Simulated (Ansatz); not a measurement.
# HgPt: strong compression

Aim: compress HgPt step by step, far beyond the usual range, and follow pressure and electronic structure. Methods of the runs shown: PAW. Its runs: volume scaled by 1 (PAW); volume scaled by 0.85 (PAW); volume scaled by 0.75 (PAW); volume scaled by 0.45 (PAW).

Program: Ansatz 0.2.0. Level of theory: DFT, r2SCAN, PAW with Ansatz's default frozen-core files, scalar-relativistic. These are calculated values, not measurements.

## 1. The starting structure

It takes space group P4/mmm (No. 123, tetragonal). The conventional cell has a = 2.971 Å, b = 2.971 Å, c = 3.825 Å, α = 90.00°, β = 90.00°, γ = 90.00°. Hg (site symmetry 4/mmm) is surrounded by 8 Pt at 2.84 Å and 4 Hg at 2.97 Å. Pt (site symmetry 4/mmm) has 8 Hg at 2.84 Å and 4 Pt at 2.97 Å as nearest neighbours.

As a file:

```
CELL_PARAMETERS angstrom
2.97100 0.00000 0.00000
0.00000 2.97100 0.00000
0.00000 0.00000 3.82500
ATOMIC_POSITIONS crystal
Hg 0.00000 0.00000 0.00000
Pt 0.50000 0.50000 0.50000
```

Whether this phase is the stable one at these pressures isn't tested.

Atoms are numbered in the order of the input: Hg1, Pt2.

## 2. Volume scaled by 1, PAW

input.yaml

```yaml
crystal:
  lattice:
    - [2.971, 0.0, 0.0]
    - [0.0, 2.971, 0.0]
    - [0.0, 0.0, 3.825]
  atoms:
    - { symbol: Hg, position: [0.0, 0.0, 0.0] }
    - { symbol: Pt, position: [0.5, 0.5, 0.5] }
kpoints:
  mp_grid: { grid: [12, 12, 10] }
  band_path:
    path:
      - [0.0, 0.0, 0.0]
      - [0.0, 0.5, 0.0]
      - [0.5, 0.5, 0.0]
      - [0.0, 0.0, 0.0]
      - [0.0, 0.0, 0.5]
      - [0.0, 0.5, 0.5]
      - [0.5, 0.5, 0.5]
      - [0.0, 0.0, 0.5]
      - [0.0, 0.5, 0.0]
    npoints: 6
scf:
  occupations: { method: fermi_dirac, width: 0.05 }
hamiltonian:
  xc: r2scan
  pseudopotentials: { kind: paw }
output:
  forces: true
  stress: true
  eigenvalues: true
  efg: { contact_densities: true }
  populations: true
```

Run with:

```sh
ansatz run input.yaml --threads 1 --pin off --max-ram 2048MiB --backend cpu --events-out ev --progress --plain --runs-dir out
```

What it wrote:

```text
Pt, Hg: output.efg is read without spin–orbit coupling, which moves field gradients at and beside such atoms by some per cent and up to a factor of two; PAW files take it under magnetization.noncollinear and magnetization.spin_orbit
Engine: ansatz 0.2.0
Pseudopotentials: kind: paw
Pseudopotential: Hg, paw, valence charge 20, recommended cutoff 500 eV (meta_gga)
Pseudopotential: Pt, paw, valence charge 18, recommended cutoff 500 eV (meta_gga)
Functional definition: r2SCAN
  parameter k0 = 0.174
  parameter k1 = 0.065
  parameter a1 = 4.9479
  exchange = r2scan_x(k0 = k0, k1 = k1, a1 = a1)
  correlation = r2scan_c
Crystal: 2 atoms, lattice volume = 33.763 Å³
Basis set: ecut = 500 eV, 845 PW (Γ), exchange–correlation on 96×96×120 points (64 copies of the dense FFT grid, shifted against one another)
Bands: 23, of which v1, the nominal top of the filled ones, is band 19 counted from 1 (18 counted from 0)
Symmetry: 16 space group operations
Space group: P4/mmm (ITA 123), of the structure as read, at distance tolerance 3.2e-5 Å
k-points: 168 of 1440
Non-local potential: Hg, projectors of the file, l = 0: 3, l = 1: 2, l = 2: 2, l = 3: 1
Non-local potential: Pt, projectors of the file, l = 0: 3, l = 1: 2, l = 2: 2, l = 3: 1
PAW form: soft (Blöchl's): semilocal exchange-correlation on the pseudo side does not see the compensation charge
PAW frozen core: Hg, regenerated for the run's functional (the file was generated under x = pbe(κ = 0.804, μ = 0.2195149727645171), c = pbe(β = 0.06672455060314922))
PAW frozen core: Pt, regenerated for the run's functional (the file was generated under x = pbe(κ = 0.804, μ = 0.2195149727645171), c = pbe(β = 0.06672455060314922))
PAW one-centre angular grid: Hg, 590 points (default); XC on 160 Gauss nodes
PAW one-centre angular grid: Pt, 590 points (default); XC on 160 Gauss nodes
Initial density: superposition of atomic densities (neutral atoms: chi_scale 0, normalization atom), corrected by the library's trained network
Initial wavefunctions: pseudopotential atomic-orbital guess
Functional: x = r2scan, c = r2scan; τ floored in thin density (d = 2e-4 eV/Å³)
SCF iter   1: F=—  HF=-26364.607442 eV  |F-HF|=—  |Δ(HF+E_count)|=         —  Δρ=1.36e-2  dr2=5.38e-2  dr2_τ=2.39e-2  ethr=1.77e-3  ⟨swp⟩=5.7  Hψ=15288  notcnv=0
preconditioner: auto → Kerker (q_TF=auto, 2.783 Å⁻¹)  [metal: Δε(μ)=0.025 eV  Ē_g=12.094 eV  σ=0.050 eV  W_gap=0.12  n_scr=14 (ndim 8)  ℏωp=30.0 eV  f_vac=0.000  D(μ)=0.54/eV (n_scr^D=2)]
SCF iter   2: F=—  HF=-26364.603270 eV  |F-HF|=—  |Δ(HF+E_count)|=   4.17e-3  Δρ=6.44e-3  dr2=9.86e-3  dr2_τ=1.57e-3  ethr=1.41e-4  ⟨swp⟩=2.3  Hψ=6496  notcnv=0  defer=16
SCF iter   3: F=—  HF=-26364.602726 eV  |F-HF|=—  |Δ(HF+E_count)|=   5.44e-4  Δρ=1.82e-3  dr2=7.10e-4  dr2_τ=8.92e-5  ethr=2.59e-5  ⟨swp⟩=2.0  Hψ=6185  notcnv=0  defer=16
SCF iter   4: F=—  HF=-26364.602929 eV  |F-HF|=—  |Δ(HF+E_count)|=   2.03e-4  Δρ=4.25e-4  dr2=3.80e-5  dr2_τ=6.64e-6  ethr=1.87e-6  ⟨swp⟩=2.3  Hψ=5102  notcnv=0  defer=16
SCF iter   5: F=—  HF=-26364.602987 eV  |F-HF|=—  |Δ(HF+E_count)|=   5.78e-5  Δρ=1.36e-4  dr2=4.92e-6  dr2_τ=2.77e-7  ethr=9.99e-8  ⟨swp⟩=2.0  Hψ=5561  notcnv=0  defer=16
SCF iter   6: F=—  HF=-26364.602995 eV  |F-HF|=—  |Δ(HF+E_count)|=   7.83e-6  Δρ=3.30e-5  dr2=2.88e-7  dr2_τ=2.27e-8  ethr=1.30e-8  ⟨swp⟩=2.0  Hψ=5704  notcnv=0  defer=16
SCF iter   7: F=-26364.602995 eV  HF=-26364.602995 eV  |F-HF|=1.20e-8  |Δ(HF+E_count)|=   3.46e-7  Δρ=1.11e-5  dr2=4.18e-8  dr2_τ=2.70e-9  ethr=2.63e-10  ⟨swp⟩=5.3  Hψ=15534  notcnv=0
SCF 1 converged in 7 iterations: F = -26364.602995 eV  dr2 = 4.18e-8
NSCF: frozen V_eff on 49 k-points
SCF converged after 7 iterations
Free energy (F): -26364.602995 eV
Harris-Foulkes:  -26364.602995 eV  (|F-HF|=1.20e-8)
Internal energy: -26364.598667 eV  (E = F + TS)
E sigma→0 (E₀):  -26364.600831 eV
Entropy (-TS):   -0.004328 eV (-2.164 meV/atom)
Fermi energy:    21.231508 eV
--- Per-component energies (eV) ---
  E_band       = -463.218705
  E_kinetic    = 1245.318462
  E_local      = -3588.444909  (includes V_loc(G=0)·N_el)
  E_nonlocal   = 276.963626
  E_hartree    = 1473.560825
  E_xc         = -459.684325
  E_vxc        = -628.870707  (∫ρ·V_xc dr)
  E_paw        = -19451.040178  (= ΣΔE_a)
  E_vpaw       = -756.706448  (= ΣTr[D̂ρ^β])
  E_aug_tail   = 0.000550  (compensation charges beyond the density's cutoff)
  E_vtau       = 41.388815  (kinetic-family band-sum trace: ∫τ·v_τ [+ j·A + Jᵃ·Aᵃ] dr)
  E_ewald      = -5860.892296
  E_core_change = -0.380422  (= ΣΔE_core)
  E_smearing   = -0.004328  (= −TS)
  E_closure    = 0.000000  (closes the sum)
  Σ components = -26364.602995   (vs F -26364.602995, Δ=0.00e0)
--- Forces (eV/Å), atoms counted from 1 ---
  atom   1  Hg    -0.00000000     0.00000000     0.00000000
  atom   2  Pt     0.00000000     0.00000000     0.00000000
  max |Σ_I F_I| component: 1.62e-29 eV/Å
--- Stress (GPa, compression-positive) ---
        7.291913       0.000000       0.000000
        0.000000       7.291913       0.000000
        0.000000       0.000000       7.929132
  P = ⅓ Tr σ = 7.5043 GPa (75.043 kbar)
--- PAW observables at the nuclei: V_zz in 10²¹ V/m², potentials from the cell's mean, atoms counted from 1 ---
  atom   1  Hg V_zz =   -12.593593   η = 0.0000   by run symmetry: allowed
            electrostatic potential = -16803.546783 V   contact ρ = 14123055.767757 e/Å³
  atom   2  Pt V_zz =   +11.476676   η = 0.0000   by run symmetry: allowed
            electrostatic potential = -16127.178750 V   contact ρ = 12079019.924367 e/Å³
--- Band table (eV; the first three rows and the last of 168) ---
  k-point 0: bands = ["-96.4519", "-78.7377", "-44.2837", "-44.2837", "-44.2754", "-32.4341", "-32.3466", "-32.3466", "10.3130", "11.9817", "12.2170", "13.7322", "13.7322", "14.3624", "17.1103", "18.0011", "19.9294", "19.9294", "20.1780", "22.9592", "28.3659", "29.9914", "29.9914"]
  k-point 1: bands = ["-96.4519", "-78.7377", "-44.2837", "-44.2837", "-44.2755", "-32.4348", "-32.3467", "-32.3467", "10.4446", "12.0041", "12.2739", "13.7517", "13.7517", "14.3702", "17.0617", "17.9138", "19.8139", "19.8139", "20.1606", "22.1013", "29.4723", "30.2986", "30.2986"]
  k-point 2: bands = ["-96.4519", "-78.7377", "-44.2836", "-44.2836", "-44.2757", "-32.4368", "-32.3468", "-32.3468", "10.8213", "12.0644", "12.4440", "13.8045", "13.8045", "14.3906", "16.9338", "17.5955", "19.5254", "19.5254", "20.1152", "20.5771", "31.1618", "31.1618", "31.8078"]
  k-point 167: bands = ["-96.4484", "-78.7285", "-44.3372", "-44.3372", "-44.2666", "-32.4630", "-32.4630", "-32.4179", "12.3509", "12.9012", "12.9012", "14.3356", "15.1746", "16.0633", "16.5671", "16.5671", "19.3831", "21.1811", "23.1049", "26.5918", "27.4907", "27.4907", "27.6428"]
--- Löwdin populations: 2 sites ---
  site symbol       q [e]
     0     Hg     19.1567
     1     Pt     18.3896
  spilling = 0.011937 (of n_electrons = 38.000000)
```

It took 20 s on 1 thread of Arm Neoverse V2, shared host; peak memory 0.52 GiB.

This run gives: pressure 7.50 GPa; no gap; Vzz Hg1 -12.59 (η = 0.00), Pt2 11.48 (η = 0.00) (10²¹ V/m²).

At the corners of the path (eV, zero at the Fermi level):

```csv
point,band 16,band 17,band 18,band 19,band 20,band 21,band 22
Γ,-3.23,-1.30,-1.30,-1.05,1.73,7.13,8.76
X,-4.07,-3.67,-2.60,-1.88,0.84,9.31,10.29
M,-1.69,-1.64,-0.06,-0.05,-0.05,4.29,5.60
Γ,-3.23,-1.30,-1.30,-1.05,1.73,7.13,8.76
Z,-4.64,-2.54,-2.39,-2.39,-1.24,14.14,14.14
R,-1.75,-1.73,-1.30,-1.20,-1.13,2.83,3.31
A,-4.66,-1.85,-0.05,1.87,5.36,6.26,6.26
Z,-4.64,-2.54,-2.39,-2.39,-1.24,14.14,14.14
X,-4.07,-3.67,-2.60,-1.88,0.84,9.31,10.29
```

## 3. Volume scaled by 0.85, PAW

Changes to input.yaml since step 2:

```diff
@@ -2,5 +2,5 @@
   lattice:
-    - [2.971, 0.0, 0.0]
-    - [0.0, 2.971, 0.0]
-    - [0.0, 0.0, 3.825]
+    - [2.8143339327, 0.0, 0.0]
+    - [0.0, 2.8143339327, 0.0]
+    - [0.0, 0.0, 3.6233010072]
   atoms:
```

Run with:

```sh
ansatz run input.yaml --threads 1 --pin off --max-ram 2048MiB --backend cpu --events-out ev --progress --plain --runs-dir out
```

What it wrote, shortened:

```text
Pt, Hg: output.efg is read without spin–orbit coupling, which moves field gradients at and beside such atoms by some per cent and up to a factor of two; PAW files take it under magnetization.noncollinear and magnetization.spin_orbit
[...]
[... 4 set-up lines as earlier in the session ...]
[...]
Crystal: 2 atoms, lattice volume = 28.698 Å³
Basis set: ecut = 500 eV, 725 PW (Γ), exchange–correlation on 96×96×108 points (64 copies of the dense FFT grid, shifted against one another)
Bands: 23, of which v1, the nominal top of the filled ones, is band 19 counted from 1 (18 counted from 0)
[... 1 set-up line as earlier in the session ...]
Space group: P4/mmm (ITA 123), of the structure as read, at distance tolerance 3.1e-5 Å
[...]
  atom   1  Hg    -0.00000000     0.00000000     0.00000000
  atom   2  Pt     0.00000000     0.00000000     0.00000000
[...]
--- Stress (GPa, compression-positive) ---
       58.191138       0.000000       0.000000
        0.000000      58.191138       0.000000
        0.000000       0.000000      59.899545
  P = ⅓ Tr σ = 58.7606 GPa (587.606 kbar)
--- PAW observables at the nuclei: V_zz in 10²¹ V/m², potentials from the cell's mean, atoms counted from 1 ---
  atom   1  Hg V_zz =   -15.071706   η = 0.0000   by run symmetry: allowed
            electrostatic potential = -16808.948407 V   contact ρ = 14123096.887806 e/Å³
  atom   2  Pt V_zz =   +14.453641   η = 0.0000   by run symmetry: allowed
            electrostatic potential = -16132.741167 V   contact ρ = 12079078.415070 e/Å³
--- Band table (eV; the first three rows and the last of 168) ---
[... band rows left out ...]
[...]
--- Löwdin populations: 2 sites ---
  site symbol       q [e]
     0     Hg     19.1049
     1     Pt     18.4062
  spilling = 0.012864 (of n_electrons = 38.000000)
```

Wall time 19 s (1 thread of Arm Neoverse V2, shared host); peak memory 0.5 GiB.

In short: pressure 58.76 GPa; no gap; Vzz Hg1 -15.07 (η = 0.00), Pt2 14.45 (η = 0.00) (10²¹ V/m²).

## 4. Volume scaled by 0.75, PAW

Changes to input.yaml since step 3:

```diff
@@ -2,5 +2,5 @@
   lattice:
-    - [2.8143339327, 0.0, 0.0]
-    - [0.0, 2.8143339327, 0.0]
-    - [0.0, 0.0, 3.6233010072]
+    - [2.6993326406, 0.0, 0.0]
+    - [0.0, 2.6993326406, 0.0]
+    - [0.0, 0.0, 3.4752431338]
   atoms:
```

Run with:

```sh
ansatz run input.yaml --threads 1 --pin off --max-ram 2048MiB --backend cpu --events-out ev --progress --plain --runs-dir out
```

What it wrote, shortened:

```text
Pt, Hg: output.efg is read without spin–orbit coupling, which moves field gradients at and beside such atoms by some per cent and up to a factor of two; PAW files take it under magnetization.noncollinear and magnetization.spin_orbit
[...]
[... 4 set-up lines as earlier in the session ...]
[...]
Crystal: 2 atoms, lattice volume = 25.322 Å³
Basis set: ecut = 500 eV, 633 PW (Γ), exchange–correlation on 80×80×108 points (64 copies of the dense FFT grid, shifted against one another)
Bands: 23, of which v1, the nominal top of the filled ones, is band 19 counted from 1 (18 counted from 0)
[... 1 set-up line as earlier in the session ...]
Space group: P4/mmm (ITA 123), of the structure as read, at distance tolerance 2.9e-5 Å
[...]
  atom   1  Hg    -0.00000000     0.00000000     0.00000000
  atom   2  Pt     0.00000000    -0.00000000     0.00000000
[...]
--- Stress (GPa, compression-positive) ---
      132.678181       0.000000       0.000000
        0.000000     132.678181       0.000000
        0.000000       0.000000     135.296962
  P = ⅓ Tr σ = 133.5511 GPa (1335.511 kbar)
--- PAW observables at the nuclei: V_zz in 10²¹ V/m², potentials from the cell's mean, atoms counted from 1 ---
  atom   1  Hg V_zz =   -17.320506   η = 0.0000   by run symmetry: allowed
            electrostatic potential = -16813.808062 V   contact ρ = 14123148.777828 e/Å³
  atom   2  Pt V_zz =   +17.383666   η = 0.0000   by run symmetry: allowed
            electrostatic potential = -16137.819763 V   contact ρ = 12079128.629962 e/Å³
--- Band table (eV; the first three rows and the last of 168) ---
[... band rows left out ...]
[...]
--- Löwdin populations: 2 sites ---
  site symbol       q [e]
     0     Hg     19.0704
     1     Pt     18.4239
  spilling = 0.013308 (of n_electrons = 38.000000)
```

Run time: 15 s. Hardware: 1 thread of Arm Neoverse V2, shared host; peak memory 0.47 GiB.

This run gives: pressure 133.55 GPa; no gap; Vzz Hg1 -17.32 (η = 0.00), Pt2 17.38 (η = 0.00) (10²¹ V/m²).

## 5. Volume scaled by 0.45, PAW

Changes to input.yaml since step 4:

```diff
@@ -2,5 +2,5 @@
   lattice:
-    - [2.6993326406, 0.0, 0.0]
-    - [0.0, 2.6993326406, 0.0]
-    - [0.0, 0.0, 3.4752431338]
+    - [2.2767053236, 0.0, 0.0]
+    - [0.0, 2.2767053236, 0.0]
+    - [0.0, 0.0, 2.9311335789]
   atoms:
@@ -33 +33,5 @@
   populations: true
+  write_density: true
+  write_potential: true
+  elf: true
+  volumetric_format: npy
```

Run with:

```sh
ansatz run input.yaml --threads 1 --pin off --max-ram 2048MiB --backend cpu --events-out ev --progress --plain --runs-dir out
```

What it wrote, shortened:

```text
Pt, Hg: output.efg is read without spin–orbit coupling, which moves field gradients at and beside such atoms by some per cent and up to a factor of two; PAW files take it under magnetization.noncollinear and magnetization.spin_orbit
[...]
[... 4 set-up lines as earlier in the session ...]
[...]
Crystal: 2 atoms, lattice volume = 15.193 Å³
Basis set: ecut = 500 eV, 379 PW (Γ), exchange–correlation on 72×72×96 points (64 copies of the dense FFT grid, shifted against one another)
Bands: 23, of which v1, the nominal top of the filled ones, is band 19 counted from 1 (18 counted from 0)
[... 1 set-up line as earlier in the session ...]
Space group: P4/mmm (ITA 123), of the structure as read, at distance tolerance 2.5e-5 Å
[...]
  atom   1  Hg     0.00000000     0.00000000     0.00000000
  atom   2  Pt     0.00000000     0.00000000     0.00000000
[...]
--- Stress (GPa, compression-positive) ---
     1263.293754       0.000000       0.000000
        0.000000    1263.293754       0.000000
        0.000000       0.000000    1259.770823
  P = ⅓ Tr σ = 1262.1194 GPa (12621.194 kbar)
--- PAW observables at the nuclei: V_zz in 10²¹ V/m², potentials from the cell's mean, atoms counted from 1 ---
  atom   1  Hg V_zz =   -28.349588   η = 0.0000   by run symmetry: allowed
            electrostatic potential = -16841.912810 V   contact ρ = 14123537.741796 e/Å³
  atom   2  Pt V_zz =   +25.157902   η = 0.0000   by run symmetry: allowed
            electrostatic potential = -16167.588340 V   contact ρ = 12079394.861049 e/Å³
--- Band table (eV; the first three rows and the last of 168) ---
[... band rows left out ...]
[...]
--- Löwdin populations: 2 sites ---
  site symbol       q [e]
     0     Hg     18.9422
     1     Pt     18.4973
  spilling = 0.014750 (of n_electrons = 38.000000)
```

Run time: 15 s. Hardware: 1 thread of Arm Neoverse V2, shared host; peak memory 0.43 GiB.

This run gives: pressure 1262.12 GPa; no gap; Vzz Hg1 -28.35 (η = 0.00), Pt2 25.16 (η = 0.00) (10²¹ V/m²).

Levels at the path's labelled points, in eV from the Fermi level:

```csv
point,band 16,band 17,band 18,band 19,band 20,band 21,band 22
Γ,-8.44,-3.55,-3.01,-3.01,0.20,7.15,8.98
X,-14.25,-10.51,-8.13,-4.56,1.86,12.81,13.16
M,-3.25,-3.25,-2.49,-2.49,-0.85,9.36,9.36
Γ,-8.44,-3.55,-3.01,-3.01,0.20,7.15,8.98
Z,-12.49,-9.44,-9.44,-9.29,-5.31,14.71,16.19
R,-7.35,-5.73,-4.21,-3.42,-3.09,6.69,7.32
A,-9.21,-7.67,-0.79,4.87,8.70,8.70,10.27
Z,-12.49,-9.44,-9.44,-9.29,-5.31,14.71,16.19
X,-14.25,-10.51,-8.13,-4.56,1.86,12.81,13.16
```

Density in a lattice plane of the grid's cell (edges 2.28 and 2.93 Å, at 0.000 of the third edge), which holds Hg.

Ten even steps from ' ' (0.52 e/Å³) to '@' (17.75 e/Å³):
```
@@%%##++==::..          ..::==++##%%
##****==--::..          ..::--==****
++++==--::..              ..::--==++
----::::..                  ..::::--
........                      ......
                                    
                                    
                                    
                                    
                                    
                                    
                                    
                                    
                                    
........                      ......
----::::..                  ..::::--
++++==--::..              ..::--==++
##****==--::..          ..::--==****
@@%%##++==::..          ..::==++##%%
@@@@%%**==::..          ..::==**%%@@
```
Columns run along the first of these edges and rows up along the second, over one cell in 18 and 20 even steps from the bottom left corner. Atoms in the plane (fractional): Hg at (0.00, 0.00).

ELF in the same plane.

Values, 12 rows by 10 columns:
```
0.68 0.61 0.51 0.42 0.30 0.23 0.30 0.42 0.51 0.61
0.54 0.50 0.43 0.35 0.27 0.25 0.27 0.35 0.43 0.50
0.42 0.39 0.34 0.29 0.27 0.28 0.27 0.29 0.34 0.39
0.28 0.28 0.27 0.28 0.28 0.28 0.28 0.28 0.27 0.28
0.22 0.24 0.26 0.28 0.27 0.27 0.27 0.28 0.26 0.24
0.21 0.23 0.26 0.27 0.27 0.27 0.27 0.27 0.26 0.23
0.22 0.24 0.26 0.28 0.27 0.27 0.27 0.28 0.26 0.24
0.28 0.28 0.27 0.28 0.28 0.28 0.28 0.28 0.27 0.28
0.42 0.39 0.34 0.29 0.27 0.28 0.27 0.29 0.34 0.39
0.54 0.50 0.43 0.35 0.27 0.25 0.27 0.35 0.43 0.50
0.68 0.61 0.51 0.42 0.30 0.23 0.30 0.42 0.51 0.61
0.76 0.68 0.55 0.45 0.32 0.22 0.32 0.45 0.55 0.68
```
Columns run along the first of these edges and rows up along the second, over one cell in 10 and 12 even steps from the bottom left corner. Atoms in the plane (fractional): Hg at (0.00, 0.00).

Both are smooth fields of the valence electrons: close to the nuclei they are not physical.

## 6. All runs together

```
method  volume over the first  volume (Å³/atom)  pressure (GPa)  SCF cycles, all passes  time
   PAW                      1            16.881            7.50                       7  20 s
   PAW                   0.85            14.349           58.76                       7  19 s
   PAW                   0.75            12.661          133.55                       7  15 s
   PAW                   0.45             7.597         1262.12                       8  15 s
```

## 7. Summary of results

| quantity | value |
| --- | --- |
| PAW pressure at 0.45 of the volume | 1262.1 GPa |
| fitted bulk modulus at zero pressure (PAW) | 180 GPa |
| its pressure derivative | 5.00 |

In words: By PAW the pressure climbs to 1262 GPa at 0.45 of the first volume. One third-order Birch-Murnaghan curve follows these points (B₀ = 180 GPa, B′ = 5.00, misfit at most 1.06 GPa). A fit over so wide a range leans to the high pressures, so B₀ can be off by several per cent. No all-electron run checks these rows here, and frozen cores can fail under such compression. The ions are at rest, and the electrons smeared by 0.05 eV. Spin-orbit coupling is left out, though the cell holds Hg; in elements this heavy it can shift bands and gaps by tenths of an eV.
